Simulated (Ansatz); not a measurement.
# AlFH3NTe: one species, many methods

Aim: compute AlFH3NTe with functionals from several rungs and with coupled cluster, and see how far each lands from CCSD(T) at the basis-set limit for the atomisation energy.

Program: Ansatz 0.2.0, Gaussian basis. Level of theory: functionals in def2-TZVPP, the program's frozen cores in correlated methods. These are calculated values, not measurements.

Levels to be run: LDA (SPW92), PBE-D4, revPBE-D4, BLYP-D4, r2SCAN-D4, B97M-V, PBE0-D4, B3LYP-D4, r2SCANh-D4, r2SCAN0-D4, HSE06-D4, BHLYP-D4, CAM-B3LYP-D4, LC-ωPBE, ωB97X-V, ωB97M-V, B2PLYP, PBE-QIDH; CCSD(T)/def2-SVP; CCSD(T)/def2-TZVPP; MP2/def2-QZVPP; extrapolation to the limit; RPA on PBE.

## 1. The geometry

All runs share one geometry, relaxed beforehand with PBE0-D4 in a triple-zeta def2 set. Te takes the def2 core potential; no spin-orbit term is included.

SMILES `[NH2][Al]([F])[TeH]`, 7 atoms, charge 0, spin multiplicity 1.

Atoms are counted from 1 here; the program's logs count them from 0.

Bond lengths: N1–Al2 1.754 Å, N1–H5 1.007 Å, N1–H6 1.006 Å, Al2–F3 1.648 Å, Al2–Te4 2.519 Å, Te4–H7 1.657 Å. Angles: Al2–N1–H5 124.1°, Al2–N1–H6 125.3°, H5–N1–H6 110.6°, N1–Al2–F3 118.6°, N1–Al2–Te4 122.3°, F3–Al2–Te4 119.1°, Al2–Te4–H7 88.7°.

As a file:

```
N    -0.7341    0.8721    1.0396
Al    0.3551   -0.0383    0.0089
F     1.9737    0.0332    0.3133
Te   -0.4691   -1.4467   -1.9101
H    -0.4345    1.4383    1.8167
H    -1.7348    0.9065    0.9405
H     1.1050   -1.8329   -2.2545
```

## 2. LDA

This LDA is Slater exchange with PW92 correlation.

Contents of in.yaml:

```yaml
crystal:
  periodic: [false, false, false]
  atoms:
    - {symbol: N, position_ang: [-0.734070, 0.872081, 1.039555]}
    - {symbol: Al, position_ang: [0.355096, -0.038340, 0.008942]}
    - {symbol: F, position_ang: [1.973653, 0.033174, 0.313266]}
    - {symbol: Te, position_ang: [-0.469086, -1.446704, -1.910082]}
    - {symbol: H, position_ang: [-0.434458, 1.438300, 1.816689]}
    - {symbol: H, position_ang: [-1.734790, 0.906511, 0.940514]}
    - {symbol: H, position_ang: [1.104954, -1.832923, -2.254484]}
basis:
  gaussian: {orbitals: def2-TZVPP}
hamiltonian: {xc: lda}
output: {orbitals: {seedname: orbitals}}
```

Command:

```console
$ ansatz run in.yaml --threads 2 --pin off --events-out ev --progress --plain --max-ram 4352MiB
```

Further steps of the session: PBE-D4 (GGA); revPBE-D4 (GGA); BLYP-D4 (GGA); r2SCAN-D4 (meta-GGA); B97M-V (meta-GGA); B3LYP-D4 (hybrid); r2SCANh-D4 (hybrid); r2SCAN0-D4 (hybrid); HSE06-D4 (hybrid); BHLYP-D4 (hybrid); CAM-B3LYP-D4 (range-separated); LC-ωPBE (range-separated); ωB97X-V (range-separated); ωB97M-V (range-separated); B2PLYP (double hybrid); PBE-QIDH (double hybrid); CCSD(T) in def2-SVP; CCSD(T) in def2-TZVPP; MP2 in def2-QZVPP; RPA on PBE orbitals.

Before running them: what should the planned runs give, taken together? Wanted: atomisation energy, CCSD(T)/CBS; farthest beyond LDA; mean size of error, GGA; mean size of error, meta-GGA; mean size of error, hybrid; mean size of error, range-separated; mean size of error, double hybrid; gap, smallest and largest; T1 diagnostic.

As calculated:

| quantity | value |
| --- | --- |
| atomisation energy, CCSD(T)/CBS | 2324.5 kJ/mol |
| functionals within 23.2 kJ/mol (1.0 %) | PBE-D4, CAM-B3LYP-D4, ωB97X-V |
| farthest beyond LDA | BHLYP-D4 (-113.9 kJ/mol) |
| mean size of error, GGA | 31.8 kJ/mol |
| mean size of error, meta-GGA | 29.9 kJ/mol |
| mean size of error, hybrid | 65.9 kJ/mol |
| mean size of error, range-separated | 30.8 kJ/mol |
| mean size of error, double hybrid | 60.0 kJ/mol |
| gap, smallest and largest | 4.08 eV (BLYP-D4), 10.64 eV (LC-ωPBE) |
| T1 diagnostic | 0.0111 |
| triples share of the correlation energy | 2.8 % |

The LDA atomisation energy is off by 304.2 kJ/mol (13 %): it overbinds. PBE-D4 is off by +1.1 kJ/mol. Double hybrids carry the basis error of their MP2 part in triple zeta, and no dispersion term here, so their miss is partly the set-up's. Taken by rung, meta-GGA functionals do best (29.9 kJ/mol on average) and hybrid ones worst beyond LDA (65.9 kJ/mol). The gap between the best rungs is small, so their order is not settled. The mean of the hybrids holds BHLYP, with half exact exchange. Misses under about 23.2 kJ/mol are within the doubt on the reference itself, which lacks core-valence correlation, spin-orbit coupling and higher excitations, and its outer-core shells are covered unevenly. All levels share the lack of spin-orbit coupling, which lowers the free heavy atoms and so the true binding. Hartree-Fock recovers 68 % of the binding; the rest is correlation. CCSD(T) in def2-SVP is off by -220.7 kJ/mol, so the small basis spoils what the method gains. The gap grows from 4.1 to 10.6 eV across the functionals, mostly with the share of exact exchange. Correlated methods include outer-core shells of Te, which these sets cover unevenly.
